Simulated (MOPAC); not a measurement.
**BClF2 (chlorodifluoroborane) at 3 levels**

Aim: a comparison of 3 runs (PM6, PM6-D3H4, PM7) of BClF2 (chlorodifluoroborane). 

Program for the calculation: MOPAC 23.2.5.

5 further runs of the same task are left out: 5 set aside as unsound or not needed.

## Step 1: Starting point

The species is BClF2 (4 atoms), meant as a singlet with charge 0. SMILES: `FB(F)Cl`. Geometry: relaxed at PBE0-D4/def2-TZVP.

Bond lengths: F1–B2 1.310 Å, B2–F3 1.310 Å, B2–Cl4 1.740 Å. Angles: F1–B2–F3 119.0°, F1–B2–Cl4 120.5°, F3–B2–Cl4 120.5°.

## Step 2: Energy and forces at PM6 (run 1)

Contents of calc.mop:

```
PM6 1SCF BONDS GRADIENTS DISP AUX(PRECISION=6) THREADS=1
BClF2, PM6

F     -0.173700 1    -1.254300 1    -0.546300 1
B     -0.067100 1    -0.041300 1    -0.062000 1
F     -1.011600 1     0.830100 1    -0.317700 1
Cl     1.307900 1     0.405300 1     0.905700 1
```

Command:

```
mopac calc.mop
```

calc.out:

```text
MOPAC v23.2.5
PM6 CALCULATION RESULTS
[...]
           Empirical Formula: F2 B Cl  =     4 atoms
      MOLECULAR POINT GROUP   :   C2v
[...]
     SCF FIELD WAS ACHIEVED
[...]
                              SUM =       -212.63450 KCAL/MOL = FINAL HEAT OF FORMATION
          TOTAL ENERGY            =      -1256.76186 EV
          ELECTRONIC ENERGY       =      -2473.80387 EV
          CORE-CORE REPULSION     =       1217.04201 EV
          COSMO AREA              =         91.09 SQUARE ANGSTROMS
          COSMO VOLUME            =         73.95 CUBIC ANGSTROMS
          GRADIENT NORM           =         23.26068          =       11.63034 PER ATOM
          IONIZATION POTENTIAL    =         11.938959 EV
          HOMO LUMO ENERGIES (EV) =        -11.939 -0.448
          NO. OF FILLED LEVELS    =         12
          MOLECULAR WEIGHT        =         84.2598         POINT GROUP:  C2v
[...]
                             CARTESIAN COORDINATES
   1    F       -0.173700000    -1.254300000    -0.546300000
   2    B       -0.067100000    -0.041300000    -0.062000000
   3    F       -1.011600000     0.830100000    -0.317700000
   4   Cl        1.307900000     0.405300000     0.905700000
           Empirical Formula: F2 B Cl  =     4 atoms
      MOLECULAR POINT GROUP   :   C2v
[...]
              NET ATOMIC CHARGES AND DIPOLE CONTRIBUTIONS
  ATOM NO.   TYPE          CHARGE      No. of ELECS.   s-Pop       p-Pop       d-Pop
    1          F          -0.259361        7.2594     1.94671     5.31265
    2          B           0.698263        2.3017     0.90003     1.40170
    3          F          -0.259275        7.2593     1.94668     5.31260
    4         Cl          -0.179626        7.1796     1.99259     5.18395     0.00308
 DIPOLE           X         Y         Z       TOTAL
 POINT-CHG.     0.123     0.041     0.087     0.156
 HYBRID        -0.081    -0.026    -0.057     0.103
 SUM            0.042     0.014     0.030     0.053
[...]
 * JOB ENDED NORMALLY *
[...]
```

Run time: 0.04 s. Hardware: 1 thread of Arm Neoverse N1, shared host.

## Step 3: Energy and forces at PM6-D3H4 (run 2)

Contents of input.mop:

```
PM6-D3H4 1SCF BONDS GRADIENTS DISP THREADS=1 AUX(PRECISION=6)
BClF2 charge 0

F     -0.173700 1    -1.254300 1    -0.546300 1
B     -0.067100 1    -0.041300 1    -0.062000 1
F     -1.011600 1     0.830100 1    -0.317700 1
Cl     1.307900 1     0.405300 1     0.905700 1
```

Command:

```
mopac input.mop
```

input.out:

```text
MOPAC v23.2.5
PM6-D3H4 CALCULATION RESULTS
[...]
           Empirical Formula: F2 B Cl  =     4 atoms
      MOLECULAR POINT GROUP   :   C2v
[...]
     SCF FIELD WAS ACHIEVED
[...]
                              SUM =       -212.64192 KCAL/MOL = FINAL HEAT OF FORMATION
          TOTAL ENERGY            =      -1256.76186 EV
          ELECTRONIC ENERGY       =      -2473.80387 EV
          CORE-CORE REPULSION     =       1217.04201 EV
          COSMO AREA              =         91.09 SQUARE ANGSTROMS
          COSMO VOLUME            =         73.95 CUBIC ANGSTROMS
          GRADIENT NORM           =         23.29982          =       11.64991 PER ATOM
          IONIZATION POTENTIAL    =         11.938959 EV
          HOMO LUMO ENERGIES (EV) =        -11.939 -0.448
          NO. OF FILLED LEVELS    =         12
          MOLECULAR WEIGHT        =         84.2598         POINT GROUP:  C2v
[...]
                             CARTESIAN COORDINATES
   1    F       -0.173700000    -1.254300000    -0.546300000
   2    B       -0.067100000    -0.041300000    -0.062000000
   3    F       -1.011600000     0.830100000    -0.317700000
   4   Cl        1.307900000     0.405300000     0.905700000
           Empirical Formula: F2 B Cl  =     4 atoms
      MOLECULAR POINT GROUP   :   C2v
[...]
              NET ATOMIC CHARGES AND DIPOLE CONTRIBUTIONS
  ATOM NO.   TYPE          CHARGE      No. of ELECS.   s-Pop       p-Pop       d-Pop
    1          F          -0.259361        7.2594     1.94671     5.31265
    2          B           0.698263        2.3017     0.90003     1.40170
    3          F          -0.259275        7.2593     1.94668     5.31260
    4         Cl          -0.179626        7.1796     1.99259     5.18395     0.00308
 DIPOLE           X         Y         Z       TOTAL
 POINT-CHG.     0.123     0.041     0.087     0.156
 HYBRID        -0.081    -0.026    -0.057     0.103
 SUM            0.042     0.014     0.030     0.053
[...]
 * JOB ENDED NORMALLY *
[...]
```

It took 0.04 s on 1 thread of Arm Neoverse N1, shared host.

## Step 4: Energy and gradient at PM7 (run 3)

Contents of job.mop:

```
PM7 1SCF DISP GRADIENTS BONDS AUX(PRECISION=9) THREADS=1
BClF2, PM7

F -0.173700 1 -1.254300 1 -0.546300 1
B -0.067100 1 -0.041300 1 -0.062000 1
F -1.011600 1 0.830100 1 -0.317700 1
Cl 1.307900 1 0.405300 1 0.905700 1
```

Command:

```
mopac job.mop
```

job.out:

```text
MOPAC v23.2.5
PM7 CALCULATION RESULTS
[...]
           Empirical Formula: F2 B Cl  =     4 atoms
      MOLECULAR POINT GROUP   :   C2v
[...]
     SCF FIELD WAS ACHIEVED
[...]
                              SUM =       -212.99655 KCAL/MOL = FINAL HEAT OF FORMATION
          TOTAL ENERGY            =      -1259.48542 EV
          ELECTRONIC ENERGY       =      -2458.45803 EV
          CORE-CORE REPULSION     =       1198.97260 EV
          COSMO AREA              =         91.09 SQUARE ANGSTROMS
          COSMO VOLUME            =         73.95 CUBIC ANGSTROMS
          GRADIENT NORM           =         16.64585          =       8.32293 PER ATOM
          IONIZATION POTENTIAL    =         11.808102 EV
          HOMO LUMO ENERGIES (EV) =        -11.808 -1.189
          NO. OF FILLED LEVELS    =         12
          MOLECULAR WEIGHT        =         84.2598         POINT GROUP:  C2v
[...]
                             CARTESIAN COORDINATES
   1    F       -0.173700000    -1.254300000    -0.546300000
   2    B       -0.067100000    -0.041300000    -0.062000000
   3    F       -1.011600000     0.830100000    -0.317700000
   4   Cl        1.307900000     0.405300000     0.905700000
           Empirical Formula: F2 B Cl  =     4 atoms
      MOLECULAR POINT GROUP   :   C2v
[...]
              NET ATOMIC CHARGES AND DIPOLE CONTRIBUTIONS
  ATOM NO.   TYPE          CHARGE      No. of ELECS.   s-Pop       p-Pop       d-Pop
    1          F          -0.271308        7.2713     1.94206     5.32925
    2          B           0.702191        2.2978     0.69761     1.60020
    3          F          -0.271225        7.2712     1.94203     5.32920
    4         Cl          -0.159659        7.1597     1.98795     5.16715     0.00456
 DIPOLE           X         Y         Z       TOTAL
 POINT-CHG.     0.315     0.103     0.222     0.399
 HYBRID        -0.375    -0.122    -0.263     0.474
 SUM           -0.060    -0.019    -0.041     0.075
[...]
 * JOB ENDED NORMALLY *
[...]
```

Run time: 0.04 s. Hardware: 1 thread of Arm Neoverse N1, shared host.

## Step 5: The series

```
run     level  heat of formation (kcal/mol)  dipole moment (D)  HOMO energy (eV)  LUMO energy (eV)  wall time
  1       PM6                       -212.63               0.05            -11.94             -0.45     0.04 s
  2  PM6-D3H4                       -212.64               0.05            -11.94             -0.45     0.04 s
  3       PM7                       -213.00               0.07            -11.81             -1.19     0.04 s
```

## Step 6: What came out

| quantity | value |
| --- | --- |
| run 3: total energy | -46.28524 Eh |
| run 3: dipole moment | 0.07 D |
| run 3: HOMO energy | -11.81 eV |
| run 3: LUMO energy | -1.19 eV |
| run 3: HOMO–LUMO gap | 10.62 eV |
| run 3: dispersion energy | -0.24 kJ/mol |
| run 3: heat of formation | -213.0 kcal/mol |
| run 3: largest force on an atom | 0.487 eV/Å |

The dipole moment (its size) runs from 0.05 D (PM6) to 0.07 D (PM7). The two dipoles point in opposite directions. The HOMO–LUMO gap runs from 10.62 eV (PM7) to 11.49 eV (PM6). Force-field and semi-empirical energies have zeros of their own, so their totals don't compare. All runs together took 0.12 s, the longest 0.04 s.
